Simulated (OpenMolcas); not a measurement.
# W³⁺ among point charges: CASSCF levels and susceptibility

How does a field of 6 point charges split the states of W³⁺, and what χT follows?

The numbers are computed with OpenMolcas 26.06 (state-averaged CASSCF, spin-orbit coupling by RASSI with atomic mean-field integrals), except any that are marked as measured or tabulated.

1 further run of the same task is left out (it didn't finish).

### 1 The atom as given

```
Species                           : W³⁺ (tungsten, Z = 74, 71 electrons)
Basis                             : ANO-RCC-VDZP [7s6p4d2f1g], 68 functions
Scalar Hamiltonian                : DKH2, point nucleus
Inactive shells                   : 1s 2s 2p 3s 3p 3d 4s 4p 4d 4f 5s 5p
Active space                      : 3 electrons in 5 orbitals (5d)
Some configurations of this space : 5d3
Orbitals                          : optimised for each spin and parity, averaged over all roots
```

Outer shells as boxes (Hund's rule):

5d3
```
5d [↑ ][↑ ][↑ ][  ][  ]
```

The ion sits among 6 point charges of -1.7 e arranged as a tetragonal octahedron (D4h), 1.93 Å from the ion, with the axial distance 2.219 Å. The active orbitals were held to one l.

Each step is its own input file, run in one work folder so that later steps find the files of earlier ones. Labels, J, g values, rates, χT and fits are worked out afterwards by a script from the matrices that RASSI stores. The input lists half of the charges; inversion (Group=XYZ) makes the rest.

### 2 Basis and integrals

Input file a.inp:

```
&GATEWAY
Coord
1

W 0.0 0.0 0.0
Basis=ANO-RCC-VDZP
Group=XYZ
NoMove
AngMom=0.0 0.0 0.0
AMFI
XField
3 Angstrom 0
1.930000 0.000000 0.000000 -1.700000
0.000000 1.930000 0.000000 -1.700000
0.000000 0.000000 2.219500 -1.700000
&SEWARD
```

Run with:

```
> OMP_NUM_THREADS=1 MOLCAS_MEM=1689 MOLCAS_PROJECT=a pymolcas a.inp > a.log
```

Standard output:

```text
Basis set label: W.ANO-RCC...7S6P4D2F1G.

      Electronic valence basis set:
      ------------------
      Associated Effective Charge  74.000000 au
      Associated Actual Charge     74.000000 au
      Nuclear Model: Point charge

      Shell  nPrim  nBasis  Cartesian Spherical Contaminant
         s      24       7        X
         p      21       6        X
         d      15       4                 X
         f      11       2                 X
         g       4       1                 X
                  Relativistic Douglas-Kroll-Hess integrals:
                    - DKH order of Hamiltonian: 2
                    - DKH order of Properties : 0
                  Atomic mean-field integrals
```

### 3 CASSCF: quartets of even parity, 10 roots

Input file a.inp:

```
&RASSCF
FileOrb=start.orb
Symmetry=1
Spin=4
nActEl=3 0 0
Inactive=15 19
Ras2=5 0
CIRoot=10 10 1
SDav=10
CIMx=300
Iter=120 100
PrWF=0.3
OrbListing=Nothing
MaxOrb=0
SupSym
1
20 4 5 6 7 8 10 11 12 13 14 16 17 18 19 20 23 24 25 26 27
0
>>> COPY $Project.JobIph JOB001
```

start.orb holds the contracted functions of the basis, ordered by shell, or the orbitals of the step before.

Standard output (excerpt; [...] marks lines left out):

```text
[...]
      Number of active orbitals                  5
[...]
      Spin quantum number                      1.5
[...]
      Active orbitals                            5   0
[...]
      Number of CSFs                            10
      Number of root(s) required                10
[...]
      Convergence after  9 iterations
[...]
      Natural orbitals and occupation numbers for root  1
      sym 1:   1.000000   1.000000   1.000000   0.000000  -0.000000
      Natural orbitals and occupation numbers for root  2
      sym 1:   1.000000   0.004905   0.995095   0.995095   0.004905
      Natural orbitals and occupation numbers for root  3
      sym 1:   0.995095   0.995095   0.004905   0.004905   1.000000
::    RASSCF root number  1 Total energy: -16133.81145240
::    RASSCF root number  2 Total energy: -16133.74786328
::    RASSCF root number  3 Total energy: -16133.74786328
[...]
::    RASSCF root number  7 Total energy: -16133.68061777
::    RASSCF root number  8 Total energy: -16133.64170221
::    RASSCF root number  9 Total energy: -16133.64170221
::    RASSCF root number 10 Total energy: -16133.62768459
```

### 4 Reference wave functions, doublets of even parity, 40 roots

Input file a.inp:

```
&RASSCF
FileOrb=start.orb
Symmetry=1
Spin=2
nActEl=3 0 0
Inactive=15 19
Ras2=5 0
CIRoot=40 40 1
SDav=40
CIMx=300
Iter=120 100
PrWF=0.3
OrbListing=Nothing
MaxOrb=0
SupSym
1
20 4 5 6 7 8 10 11 12 13 14 16 17 18 19 20 23 24 25 26 27
0
>>> COPY $Project.JobIph JOB002
```

Standard output (excerpt; [...] marks lines left out):

```text
[...]
      Number of active orbitals                  5
[...]
      Spin quantum number                      0.5
[...]
      Active orbitals                            5   0
[...]
      Number of CSFs                            40
      Number of root(s) required                40
[...]
      Convergence after  7 iterations
[...]
      Natural orbitals and occupation numbers for root  1
      sym 1:   0.000896   0.024297   0.198167   0.985169   1.791470
      Natural orbitals and occupation numbers for root  2
      sym 1:   0.198167   1.791470   0.000896   0.024297   0.985169
      Natural orbitals and occupation numbers for root  3
      sym 1:   0.948937   0.999172   0.002527   0.050192   0.999172
::    RASSCF root number  1 Total energy: -16133.75933154
::    RASSCF root number  2 Total energy: -16133.75933154
::    RASSCF root number  3 Total energy: -16133.75253130
[...]
::    RASSCF root number 27 Total energy: -16133.59770437
::    RASSCF root number 28 Total energy: -16133.59770437
::    RASSCF root number 29 Total energy: -16133.58116940
::    RASSCF root number 30 Total energy: -16133.58116940
```

### 5 State interaction with spin-orbit coupling

Input file a.inp:

```
&RASSI
NrOfJobIphs=2 10 40
1 2 3 4 5 6 7 8 9 10
1 2 3 4 5 6 7 8 9 10 11 12 13 14 15 16 17 18 19 20 21 22 23 24 25 26 27
28 29 30 31 32 33 34 35 36 37 38 39 40
IphNames
JOB001
JOB002
EJob
SpinOrbit
DIPRint=1.0
SOCoupling=1000.0
Subsets=2
Property=9
'ANGMOM' 1 'ANGMOM' 2 'ANGMOM' 3 'MLTPL  1' 1 'MLTPL  1' 2 'MLTPL  1' 3
'AMFI' 1 'AMFI' 2 'AMFI' 3
SOProperty=3
'ANGMOM' 1 'ANGMOM' 2 'ANGMOM' 3
```

Standard output:

```text
SPIN-FREE ENERGIES:
  (Shifted by EMIN (a.u.) =     -16133.8114524015)

 SF State       Relative EMIN(au)   Rel lowest level(eV)    D:o, cm**(-1)      L_eff

     1             0.0000000000        0.0000000000              0.0000         3.0
    11             0.0521208650        1.4182809891          11439.2076         3.8
    12             0.0521208650        1.4182809891          11439.2076         3.8
    13             0.0589211035        1.6033249065          12931.6875         3.9
    14             0.0610364364        1.6608860447          13395.9494         3.9
    15             0.0629424910        1.7127524338          13814.2800         4.0
     2             0.0635891244        1.7303482244          13956.1996         2.9
     3             0.0635891244        1.7303482244          13956.1996         2.9
     4             0.0708492649        1.9279067113          15549.6163         1.9
    16             0.0858100783        2.3350111843          18833.1353         3.8
     5             0.0867308314        2.3600661525          19035.2172         3.0
    17             0.0998615709        2.7173717764          21917.0815         3.7
    18             0.0998615709        2.7173717764          21917.0815         3.7
    19             0.1186420242        3.2284139447          26038.9145         4.5
    20             0.1207000078        3.2844145331          26490.5897         4.3
    21             0.1207000078        3.2844145331          26490.5897         4.3
    22             0.1219907747        3.3195380894          26773.8803         3.5
    23             0.1220187676        3.3202998134          26780.0240         3.9
     7             0.1308346267        3.5601915621          28714.8815         2.7
     6             0.1308346267        3.5601915621          28714.8815         2.7
    24             0.1337927829        3.6406870927          29364.1217         3.7
    25             0.1362352254        3.7071493397          29900.1759         3.3
    26             0.1362352254        3.7071493397          29900.1759         3.3
    27             0.1527522712        4.1566010518          33525.2484         3.8
    28             0.1547013748        4.2096388631          33953.0272         3.0
    29             0.1642469026        4.4693859063          36048.0284         3.3
     8             0.1697501928        4.6191380626          37255.8610         1.7
     9             0.1697501928        4.6191380626          37255.8610         1.7
    10             0.1837678073        5.0005767836          40332.3718         2.4
    30             0.1846985024        5.0259022891          40536.6357         4.2
    31             0.1846985024        5.0259022891          40536.6357         4.2
    32             0.1945356112        5.2935836539          42695.6315         3.4
    33             0.1989282464        5.4131133467          43659.7035         3.4
    34             0.2011967919        5.4748436165          44157.5917         4.0
    35             0.2011967919        5.4748436165          44157.5917         4.0
    36             0.2049195746        5.5761456933          44974.6481         2.7
    37             0.2137480306        5.8163802210          46912.2702         3.3
    38             0.2137480306        5.8163802210          46912.2702         3.3
    39             0.2302830055        6.2663198080          50541.2777         3.2
    40             0.2302830055        6.2663198080          50541.2777         3.2
Eigenvalues of complex Hamiltonian:
   -----------------------------------
  (Shifted by EMIN (a.u.) =     -16133.8114524015)

 SO State       Relative EMIN(au)   Rel lowest level(eV)    D:o, cm**(-1)     J-value

     1            -0.0086394430        0.0000000000              0.0000         2.3
     2            -0.0086394430        0.0000000000              0.0000         2.3
     3            -0.0078019646        0.0227889483            183.8053         2.3
     4            -0.0078019646        0.0227889483            183.8053         2.3
     5             0.0331103013        1.1360684179           9163.0097         3.1
     6             0.0331103013        1.1360684179           9163.0097         3.1
     7             0.0398886717        1.3205172752          10650.6901         2.7
     8             0.0398886717        1.3205172752          10650.6901         2.7
     9             0.0448001518        1.4541654561          11728.6354         2.8
    10             0.0448001518        1.4541654561          11728.6354         2.8
    11             0.0504609093        1.6082025140          12971.0280         2.6
    12             0.0504609093        1.6082025140          12971.0280         2.6
    13             0.0528149814        1.6722600794          13487.6871         3.3
    14             0.0528149814        1.6722600794          13487.6871         3.3
    15             0.0569489731        1.7847517252          14394.9935         2.9
    16             0.0569489731        1.7847517252          14394.9935         2.9
    17             0.0589022992        1.8379044344          14823.6990         2.8
    18             0.0589022992        1.8379044344          14823.6990         2.8
    19             0.0612488664        1.9017577819          15338.7109         2.4
    20             0.0612488664        1.9017577819          15338.7109         2.4
    21             0.0711465832        2.1710883758          17511.0087         3.0
    22             0.0711465832        2.1710883758          17511.0087         3.0
    23             0.0734492620        2.2337474593          18016.3883         2.7
    24             0.0734492620        2.2337474593          18016.3883         2.7
    25             0.0820878399        2.4688151399          19912.3370         2.6
    26             0.0820878399        2.4688151399          19912.3370         2.6
    27             0.0839331962        2.5190298414          20317.3459         2.5
    28             0.0839331962        2.5190298414          20317.3459         2.5
    29             0.0851397195        2.5518610133          20582.1471         2.5
    30             0.0851397195        2.5518610133          20582.1471         2.5
    31             0.0907630869        2.7048806353          21816.3336         3.5
    32             0.0907630869        2.7048806353          21816.3336         3.5
    33             0.0953423188        2.8294878837          22821.3588         3.0
    34             0.0953423188        2.8294878837          22821.3588         3.0
    35             0.1002645462        2.9634285143          23901.6629         2.7
    36             0.1002645462        2.9634285143          23901.6629         2.7
    37             0.1089051576        3.1985515293          25798.0579         3.8
    38             0.1089051576        3.1985515293          25798.0579         3.8
    39             0.1167648430        3.4124244632          27523.0594         2.9
    40             0.1167648430        3.4124244632          27523.0594         2.9
    41             0.1168442674        3.4145857112          27540.4911         3.2
Weights of the five most important spin-orbit-free states for each spin-orbit state.

 SO State  Total energy (au)           Spin-free states, spin, and weights
 -------------------------------------------------------------------------------------------------------
    1        -0.008639       1 1.5  0.8760    3 1.5  0.0329    2 1.5  0.0329   16 0.5  0.0205   11 0.5  0.0061
    2        -0.008639       1 1.5  0.8760    3 1.5  0.0329    2 1.5  0.0329   16 0.5  0.0205   11 0.5  0.0061
    3        -0.007802       1 1.5  0.9064    5 1.5  0.0258    2 1.5  0.0109    3 1.5  0.0109   17 0.5  0.0094
    4        -0.007802       1 1.5  0.9064    5 1.5  0.0258    2 1.5  0.0109    3 1.5  0.0109   17 0.5  0.0094
    5         0.033110      11 0.5  0.3132   12 0.5  0.3132    4 1.5  0.1278   16 0.5  0.0544   14 0.5  0.0439
    6         0.033110      11 0.5  0.3132   12 0.5  0.3132    4 1.5  0.1278   16 0.5  0.0544   14 0.5  0.0439
    7         0.039889      13 0.5  0.4133    2 1.5  0.1237    3 1.5  0.1237   12 0.5  0.0762   11 0.5  0.0762
    8         0.039889      13 0.5  0.4133    2 1.5  0.1237    3 1.5  0.1237   12 0.5  0.0762   11 0.5  0.0762
    9         0.044800      14 0.5  0.3722    3 1.5  0.1943    2 1.5  0.1943   12 0.5  0.0532   11 0.5  0.0532
   10         0.044800      14 0.5  0.3722    3 1.5  0.1943    2 1.5  0.1943   12 0.5  0.0532   11 0.5  0.0532
   11         0.050461      15 0.5  0.4130   13 0.5  0.1587    2 1.5  0.1180    3 1.5  0.1180   12 0.5  0.0672
   12         0.050461      15 0.5  0.4130   13 0.5  0.1587    2 1.5  0.1180    3 1.5  0.1180   12 0.5  0.0672
```

These steps: 9.5 s of run time, 1 thread, shared host.

Spin-free states, with their symmetry labels:

```tsv
state	degeneracy	E (cm-1)	free-ion L (%)
4B1	1	0	F (100)
2E	2	11439	H (35)
2A1	1	12932	G (63)
2B1	1	13396	G (60)
2A2	1	13814	H (39)
4E	2	13956	F (94)
4A2	1	15550	P (65)
2B2	1	18833	H (47)
4B2	1	19035	F (100)
2E	2	21917	D (37)
2A2	1	26039	H (70)
2E	2	26491	H (48)
2B1	1	26774	D (45)
2A1	1	26780	G (94)
4E	2	28715	F (81)
2B2	1	29364	G (48)
2E	2	29900	P (37)
2A1	1	33525	H (50)
2A2	1	33953	P (46)
2B2	1	36048	D (41)
4E	2	37256	P (75)
4A2	1	40332	F (65)
2E	2	40537	H (57)
2B1	1	42696	F (64)
```

With spin-orbit coupling:

```tsv
E (cm-1)	Degeneracy	Label	2S+1	g
0.0	2	E3/2	4	1.29 2.83 2.83
183.8	2	E1/2	4	0.14 0.14 4.49
9163	2	E3/2	2	0.98 0.98 2.96
10651	2	E1/2	2	1.10 1.10 3.06
11729	2	E3/2	2	0.03 0.03 1.31
12971	2	E1/2	2	0.21 0.21 3.05
13488	2	E1/2	2	1.56 1.68 1.68
14395	2	E3/2	4	1.24 2.53 2.53
14824	2	E3/2	4	0.52 0.77 0.77
15339	2	E1/2	4	0.21 0.76 0.76
17511	2	E1/2	4	1.02 1.02 1.47
18016	2	E3/2	4	0.82 0.82 3.64
19912	2	E1/2	4	0.78 2.76 2.76
20317	2	E3/2	4	1.81 1.81 1.91
20582	2	E1/2	4	0.20 0.20 4.89
21816	2	E3/2	2	1.01 1.97 1.97
22821	2	E1/2	2	0.14 0.64 0.64
23902	2	E3/2	2	0.80 0.80 2.19
25798	2	E1/2	2	0.78 1.51 1.51
27523	2	E1/2	2	1.65 1.65 2.20
27540	2	E3/2	2	1.43 1.43 1.57
28971	2	E3/2	2	0.64 0.64 1.66
29605	2	E1/2	2	0.15 0.20 0.20
30424	2	E3/2	2	0.57 1.49 1.49
```

The table of states holds 24 of 37 computed; the rest, higher up, is left out. Principal g values are given for doublets only; a zero marks a field direction without first-order Zeeman splitting.

Powder χT (cm³ K/mol): 0.56 at 2 K, 0.57 at 5 K, 0.58 at 10 K, 0.61 at 20 K, 0.69 at 50 K, 0.80 at 100 K, 0.86 at 150 K, 0.90 at 200 K, 0.92 at 250 K, 0.94 at 300 K.

### 6 What came out

```
                                            quantity                              value
                                              method                             CASSCF
                              spin-free ground state    4B1, 1-fold in its orbital part
first state of the same spin within the active space                   4E at 14000 cm⁻¹
                                        lowest level  2-fold E3/2, g = 1.29, 2.83, 2.83
                                          next level                         183.8 cm⁻¹
                                         χT at 300 K                     0.94 cm³ K/mol
                           effective moment at 300 K                            2.74 μB
```

What this shows: The spin-free ground state (4B1) comes to 100 % from free-ion F terms and keeps the highest spin of the shell. χT at 300 K is 0.94, against 1.88 cm³ K/mol for the spin alone, so spin-orbit coupling lowers it. The field of point charges can differ much from that of real complexes. Point charges carry no covalency, so the field is a model and not that of real ligands.
